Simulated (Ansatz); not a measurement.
# CaFe2P2: the cost of one run

Program: Ansatz 0.2.0. Level of theory: DFT PBEsol, scalar-relativistic, plane waves, PAW. These are calculated values, not measurements.

### Step 1. The system as given

The structure is tetragonal, space group I4/mmm (No. 139). Conventional cell: a = 3.855 Å, b = 3.855 Å, c = 9.985 Å, α = 90.00°, β = 90.00°, γ = 90.00°. Ca (site symmetry 4/mmm) is surrounded by 8 P at 3.04 Å and 8 Fe at 3.15 Å. Around Fe (site symmetry -4m2) lie 4 P at 2.24 Å. Around P (site symmetry 4mm) lie 4 Fe at 2.24 Å and 4 Ca at 3.04 Å.

Coordinates:

```cif
data_structure
_symmetry_space_group_name_H-M 'P 1'
_symmetry_Int_Tables_number 1
_cell_length_a 5.6882
_cell_length_b 5.6882
_cell_length_c 5.6882
_cell_angle_alpha 140.385
_cell_angle_beta 140.385
_cell_angle_gamma 57.269
_cell_volume 74.19
loop_
_atom_site_label
_atom_site_type_symbol
_atom_site_fract_x
_atom_site_fract_y
_atom_site_fract_z
_atom_site_occupancy
Ca1 Ca 0.00000 0.00000 0.00000 1
Fe1 Fe 0.75000 0.25000 0.50000 1
Fe2 Fe 0.25000 0.75000 0.50000 1
P1 P 0.36430 0.36430 0.00000 1
P2 P 0.63570 0.63570 0.00000 1
```

Source of the structure: the Crystallography Open Database.

(A quick probe on a coarse mesh, which set the mesh and smearing, is not shown.)

### Step 3. Coarse relaxation

input.yaml

```yaml
crystal:
  lattice:
    - [-1.9275, 1.9275, 4.9925]
    - [1.9275, -1.9275, 4.9925]
    - [1.9275, 1.9275, -4.9925]
  atoms:
    - { symbol: Ca, position: [0.0, 0.0, 0.0] }
    - { symbol: Fe, position: [0.75, 0.25, 0.5] }
    - { symbol: Fe, position: [0.25, 0.75, 0.5] }
    - { symbol: P, position: [0.3643, 0.3643, 0.0] }
    - { symbol: P, position: [0.6357, 0.6357, 0.0] }
basis:
  ecutwfc: 420
kpoints:
  mp_grid: { grid: [8, 8, 8] }
hamiltonian:
  xc: pbesol
scf:
  occupations: { method: gaussian, width: 0.1 }
output:
  forces: true
  stress: true
  eigenvalues: true
relax:
  adjacent_minimum: "off"
  f_tol: 0.05
  max_steps: 80
  cell: { stress_tol: 0.5 }
```

The run is started by

```sh
$ ansatz run input.yaml --threads 2 --pin off --max-ram 5120MiB --backend cpu --events-out ev --progress --plain --runs-dir out
```

What time and memory should one allow on 2 threads of Intel Xeon Platinum 8488C (Sapphire Rapids), shared host?

About 17 s, with a peak of 0.5 GiB.
